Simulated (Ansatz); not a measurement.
# TiO2: the cost of one run

Computed with Ansatz 0.2.0 (DFT r2SCAN, scalar-relativistic, plane waves, PAW, unless a step's input says otherwise).

1 further run of the same task is left out (set aside as unsound or not needed).

## 1. The system as given

It takes space group I4_1/amd (No. 141, tetragonal). The conventional cell has a = 3.778 Å, b = 3.778 Å, c = 9.584 Å, α = 90.00°, β = 90.00°, γ = 90.00°. Ti (site symmetry -4m2) has 6 O at 1.93 to 1.99 Å as nearest neighbours. O (site symmetry 2mm) is surrounded by 3 Ti at 1.93 to 1.99 Å.

As a file:

```cif
data_structure
_symmetry_space_group_name_H-M 'I4_1/amd:1'
_symmetry_Int_Tables_number 141
_cell_length_a 3.7777
_cell_length_b 3.7777
_cell_length_c 9.5840
_cell_angle_alpha 90.000
_cell_angle_beta 90.000
_cell_angle_gamma 90.000
_cell_volume 136.77
loop_
_atom_site_label
_atom_site_type_symbol
_atom_site_symmetry_multiplicity
_atom_site_Wyckoff_symbol
_atom_site_fract_x
_atom_site_fract_y
_atom_site_fract_z
_atom_site_occupancy
Ti1 Ti 4 b 0.00000 0.50000 0.75000 1
O1 O 8 e 0.00000 0.50000 0.95725 1
```

It goes back to an entry of the Materials Project, which need not be the stable form.

This cell was relaxed beforehand with the same method: volume 11.40 Å³/atom, gap on the mesh 2.57 eV.

## 2. Electronic structure at the relaxed geometry

The input, input.yaml:

```yaml
crystal:
  lattice:
    - [2.6711600391, -2.6712510898, -0.0201684192]
    - [2.6711600391, 2.6712510898, -0.0201684192]
    - [-2.6353413721, 0.0, 4.8120473848]
  atoms:
    - { symbol: Ti, position: [0.1249747458, 0.8750252542, 0.25] }
    - { symbol: Ti, position: [0.8750252542, 0.1249747458, 0.75] }
    - { symbol: O, position: [0.3322819417, 0.0822483587, 0.6645446495] }
    - { symbol: O, position: [0.6677180583, 0.9177516413, 0.3354553505] }
    - { symbol: O, position: [0.9177516413, 0.6677180583, 0.8354553505] }
    - { symbol: O, position: [0.0822483587, 0.3322819417, 0.1645446495] }
basis:
  ecutwfc: 500
kpoints:
  mp_grid: { grid: [8, 8, 6] }
  band_path:
    path:
      - [[0.0, 0.0, 0.0], [0.5, 0.49999721, -0.50006638], [0.5, 0.49999721, -0.25006638], [0.5, -2.79e-06, -3.249e-05], [0.0, 0.0, 0.0], [0.0, 0.0, 0.5], [0.42231609, -2.36e-06, 0.28881451]]
      - [[0.57768391, -3.22e-06, -0.28887949], [0.0, 0.0, 0.0]]
      - [[0.5, 0.49999721, -0.50006638], [0.57768391, 0.42231287, -0.50006616]]
      - [[0.42231609, 0.42231373, 0.07762784], [0.0, 0.0, 0.5]]
    npoints: 14
hamiltonian:
  xc: r2scan
scf:
  occupations: { method: gaussian, width: 0.02 }
  n_extra_bands: 15
output:
  forces: true
  stress: true
  eigenvalues: true
  populations: true
  dos: { projected: true, de: 0.02, nscf_kmesh: { grid: [12, 12, 9] } }
  bader: true
  write_density: true
  write_potential: true
  elf: true
  volumetric_format: npy
```

Launch:

```bash
$ ansatz run input.yaml --threads 1 --pin off --max-ram 2560MiB --backend cpu --events-out ev --progress --plain --runs-dir out
```

What time and memory should one allow on 1 thread of Intel Xeon 6975P-C (Granite Rapids), shared host?

About 93 s, with a peak of 1 GiB.
